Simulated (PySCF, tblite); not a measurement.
# C3H9ClSi3: geometry, infrared bands and NMR shifts

Wanted: the infrared bands and NMR shifts of C3H9ClSi3 (`C=C1C[Si@@H]([SiH3])[Si@@H]1Cl`), by calculation.

The runs use tblite 0.8.0 and PySCF 2.14.0, with density-fitted response routines of our own; the level of theory stands in each step. All values are computed, except where a source is named. Atoms are numbered from 0 throughout.

### Step 1. The starting structure

16 atoms, charge 0, multiplicity 1; geometry from: force field or distance geometry start.

Bonds of the start (Å): C0–C1 1.33, C1–C2 1.55, C2–Si3 1.89, Si3–Si4 2.26, Si3–Si5 2.21, Si5–Cl6 2.03, Si5–C1 1.93, C0–H7 1.09, C0–H8 1.09, C2–H9 1.09, C2–H10 1.11, Si3–H11 1.50, Si4–H12 1.49, Si4–H13 1.50, Si4–H14 1.48, Si5–H15 1.50.

### Step 2. Relaxing the molecule with GFN2-xTB

The job: settings as JSON, then the geometry in Å.

```
{"job": {"kind": "relax", "xc": "GFN2-xTB", "basis": "xTB"}, "charge": 0, "multiplicity": 1}
C     -2.144200     1.398000     0.326200
C     -1.300500     0.423300    -0.004100
C     -0.406900     0.257200    -1.262000
Si     0.836200    -0.953900    -0.502900
Si     2.561700     0.071700     0.532100
Si    -0.816400    -1.184200     0.944700
Cl    -2.309700    -2.468400     0.469800
H     -2.299800     2.242200    -0.343300
H     -2.712500     1.374500     1.255500
H      0.068900     1.175000    -1.615100
H     -0.932600    -0.180300    -2.131800
H      1.181400    -2.117900    -1.379500
H      2.103100     1.215000     1.371100
H      3.540500     0.587300    -0.477000
H      3.275100    -0.873600     1.412600
H     -0.651800    -0.957000     2.419000
```

Command:

```
$ OMP_NUM_THREADS=1 python probes_run.py task.json out
```

The driver reads the jobs from task.json and runs them one after another.

**Question.** This job is followed by: GFN2-xTB harmonic vibrations, gas phase; GIAO PBE0/pcSseg-1 NMR shielding, non-relativistic, gas phase. Predict these results of the whole session: strongest single infrared mode (GFN2-xTB); zero-point energy (GFN2-xTB); 13C shifts against TMS (PBE0/pcSseg-1); 1H shifts against TMS (PBE0/pcSseg-1, means over atoms taken as alike); 29Si shifts against TMS (PBE0/pcSseg-1); 35Cl shifts against HCl (PBE0/pcSseg-1).

**Answer**, as computed:

```
                                                              quantity                                         value
                             strongest single infrared mode (GFN2-xTB)                         2236 cm⁻¹, 435 km/mol
                                          zero-point energy (GFN2-xTB)                                 62.9 kcal/mol
                                13C shifts against TMS (PBE0/pcSseg-1)                        164.4, 137.7, 23.0 ppm
1H shifts against TMS (PBE0/pcSseg-1, means over atoms taken as alike)  6.19, 6.05, 6.00, 4.74, 3.52, 2.43, 2.24 ppm
                               29Si shifts against TMS (PBE0/pcSseg-1)                        2.4, -57.2, -115.9 ppm
                               35Cl shifts against HCl (PBE0/pcSseg-1)                                        -1 ppm
```

**Reading.** The optimisation took 144 steps and gained 0.474 eV; among the close pairs (by a distance rule), Si3–Si5 changed most, from 2.209 to 2.347 Å. All 42 modes are real, so the xTB geometry is a minimum. Unscaled tight-binding wavenumbers are off by several per cent, some by more. Its intensities can rank the bands wrongly. The most deshielded carbon is C1 (fully substituted alkene carbon), at 164.4 ppm: as expected for a trigonal carbon in a double bond. At PBE0/pcSseg-1: The largest span, 218 ppm, is at C0, where the paramagnetic term is -202 ppm.
